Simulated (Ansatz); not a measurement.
# F₂H₆N₂SSi₂: a ladder of functionals and wavefunction methods

One table from this session's results is given with a row withheld; the runs are named, their logs left out.

Program: Ansatz 0.2.0, Gaussian basis. Level of theory: functionals in def2-TZVPP, the program's frozen cores in correlated methods. These are calculated values, not measurements.

The runs, in order: LDA (SPW92), PBE-D4, revPBE-D4, BLYP-D4, r2SCAN-D4, B97M-V, PBE0-D4, B3LYP-D4, r2SCANh-D4, r2SCAN0-D4, HSE06-D4, BHLYP-D4, CAM-B3LYP-D4, LC-ωPBE, ωB97X-V, ωB97M-V, B2PLYP, PBE-QIDH; CCSD(T)/def2-SVP; CCSD(T)/def2-TZVPP; MP2/def2-QZVPP; extrapolation to the limit; RPA on PBE.

## The geometry

An earlier PBE0-D4 in a triple-zeta def2 set relaxation fixed the geometry.

SMILES `N[Si@@H](F)S[Si@@H](N)F`, 13 atoms, charge 0, spin multiplicity 1.

Atoms are counted from 1 here; the program's logs count them from 0.

Bond lengths: N1–Si2 1.689 Å, N1–H8 1.006 Å, N1–H9 1.006 Å, Si2–F3 1.602 Å, Si2–S4 2.127 Å, Si2–H10 1.474 Å, S4–Si5 2.127 Å, Si5–N6 1.689 Å, Si5–F7 1.602 Å, Si5–H11 1.474 Å, N6–H12 1.006 Å, N6–H13 1.006 Å. Angles: Si2–N1–H8 121.7°, Si2–N1–H9 122.7°, H8–N1–H9 112.7°, N1–Si2–F3 114.5°, N1–Si2–S4 105.9°, N1–Si2–H10 108.8°, F3–Si2–S4 106.9°, F3–Si2–H10 106.0°, S4–Si2–H10 115.0°, Si2–S4–Si5 99.7°, S4–Si5–N6 105.9°, S4–Si5–F7 106.9°, S4–Si5–H11 115.0°, N6–Si5–F7 114.6°, N6–Si5–H11 108.8°, F7–Si5–H11 106.0°, Si5–N6–H12 122.7°, Si5–N6–H13 121.7° and more.

The first run:

in.yaml reads:

```yaml
crystal:
  periodic: [false, false, false]
  atoms:
    - {symbol: N, position_ang: [-0.852403, -2.952250, -0.175213]}
    - {symbol: Si, position_ang: [-0.909573, -1.340123, 0.326504]}
    - {symbol: F, position_ang: [-0.397076, -1.090645, 1.823587]}
    - {symbol: S, position_ang: [0.410972, -0.282005, -0.962370]}
    - {symbol: Si, position_ang: [0.703187, 1.481528, 0.190360]}
    - {symbol: N, position_ang: [1.293126, 2.643878, -0.884242]}
    - {symbol: F, position_ang: [-0.710110, 1.843306, 0.852216]}
    - {symbol: H, position_ang: [-1.605789, -3.591662, 0.013508]}
    - {symbol: H, position_ang: [0.008092, -3.421227, -0.402585]}
    - {symbol: H, position_ang: [-2.310664, -0.883486, 0.294941]}
    - {symbol: H, position_ang: [1.652795, 1.345385, 1.309463]}
    - {symbol: H, position_ang: [0.909397, 2.778220, -1.804469]}
    - {symbol: H, position_ang: [1.828446, 3.434282, -0.566800]}
basis:
  gaussian: {orbitals: def2-TZVPP}
hamiltonian: {xc: lda}
output: {orbitals: {seedname: orbitals}}
```

Among the steps run: LDA; PBE-D4 (GGA); revPBE-D4 (GGA); BLYP-D4 (GGA); r2SCAN-D4 (meta-GGA); B97M-V (meta-GGA); PBE0-D4 (hybrid); B3LYP-D4 (hybrid); r2SCANh-D4 (hybrid); r2SCAN0-D4 (hybrid); HSE06-D4 (hybrid); BHLYP-D4 (hybrid); CAM-B3LYP-D4 (range-separated); LC-ωPBE (range-separated); ωB97X-V (range-separated); ωB97M-V (range-separated); B2PLYP (double hybrid); PBE-QIDH (double hybrid).

One table of the session follows, with a row left open; its other results are not shown here.

It belongs to the step «Orbital energies across the functionals». 

```
  functional  HOMO (eV)  LUMO (eV)  gap (eV)
 LDA (SPW92)      -6.52      -0.49      6.03
      PBE-D4      -6.38      -0.26      6.11
   revPBE-D4      -6.32      -0.16      6.15
     BLYP-D4      -6.21      -0.19      6.01
   r2SCAN-D4      -6.69       0.18      6.87
      B97M-V      -6.81      -0.06      6.75
     PBE0-D4      -7.67       0.59      8.26
    B3LYP-D4      -7.41       0.31      7.71
  r2SCANh-D4      -7.17       0.47      7.65
  r2SCAN0-D4      -7.88       0.89      8.77
    HSE06-D4      -7.27       0.22      7.49
    BHLYP-D4      -8.78       1.32     10.09
CAM-B3LYP-D4      -8.98       1.46     10.44
     LC-ωPBE     -10.39       2.70     13.10
     ωB97X-V     -10.03       2.53     12.56
     ωB97M-V          ?          ?         ?
```

Q: Estimate the row for ωB97M-V from the others.

The run gave: HOMO (eV): -9.86; LUMO (eV): 2.14; gap (eV): 12.00. In the column «HOMO (eV)» it lies between ωB97X-V (-10.03) and CAM-B3LYP-D4 (-8.98).
